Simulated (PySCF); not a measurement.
# NaBe+: bond curves at several levels of theory

One job finds the state of NaBe+, follows it along the bond with each method and fits the curves.

The runs use PySCF 2.14.0; Na def2-SVPD, Be def2-SVPD, no relativity.

## (1) Set-up

The job is set up so:

```json
{
 "atoms": "Na, Be",
 "charge": "1",
 "basis": "Na def2-SVPD, Be def2-SVPD",
 "Hamiltonian": "no relativity",
 "basis functions": "30",
 "electrons treated": "14",
 "masses in u": "22.9898, 9.0122",
 "levels": "PBE0, PBE, r²SCAN, TPSSh, M06, B97-3, LC-ωPBE, HF, MP2, SCS-MP2, CCSD, CCSD(T)",
 "grid": "80 radial by 434 angular points",
 "occupations": "held fixed by the projection of orbital angular momentum",
 "dissociation limit": "Na+ + Be, each in its ground configuration",
 "starting distance in angstrom": "2.635",
 "values of 2S to try": "0, 2"
}
```

The run is started by

```sh
> OMP_NUM_THREADS=1 python dia.py task.json out
```

The runs that follow: PBE0 along the bond; Higher solutions at PBE0; PBE (GGA); r²SCAN; TPSSh (hybrid meta-GGA); M06 (hybrid meta-GGA); B97-3; LC-ωPBE (range-separated hybrid); RHF (mean field); Correlated methods on the Hartree–Fock reference.

Before running it: what results should come out? Wanted: for each run, Re; ωe; De; μ.

The runs gave:

Lowest PBE0 solution found, without spin–orbit coupling: ¹Σ⁺ (singlet), closed shell. State 2 has its PBE0 minimum 1.97 eV higher. The other levels ran on the lowest alone.

```csv
level,Re (Å),ωe (cm⁻¹),De (eV),μ (D)
RHF,3.101,182.5,0.368,-0.96
RHF-MP2,3.099,181.8,0.349,n/a
RHF-SCS-MP2,3.101,181.1,0.343,n/a
RHF-CCSD,3.127,170.0,0.274,n/a
RHF-CCSD(T),3.126,170.2,0.275,n/a
PBE,2.977,201.9,0.485,-0.54
r²SCAN,3.029,193.9,0.426,-0.75
TPSSh,3.010,200.7,0.454,-0.66
PBE0,2.984,202.0,0.457,-0.63
B97-3,3.006,191.8,0.398,-0.79
M06,3.058,185.2,0.457,-0.75
LC-ωPBE,2.989,202.2,0.422,-0.77
```

De is counted to Na+ + Be in their ground configurations. A positive dipole points from Na to Be; in an ion it is taken about the centre of mass and does not tell which atom is negative.

The methods spread over 0.150 Å in bond length, from PBE to RHF-CCSD. CCSD(T) can't serve as the judge here: for a weak bond in this basis it is far from its limit. Among the levels with a De in the table, it runs from 0.274 eV (RHF-CCSD) to 0.485 eV (PBE).

Correlated steps freeze 1 core orbital.
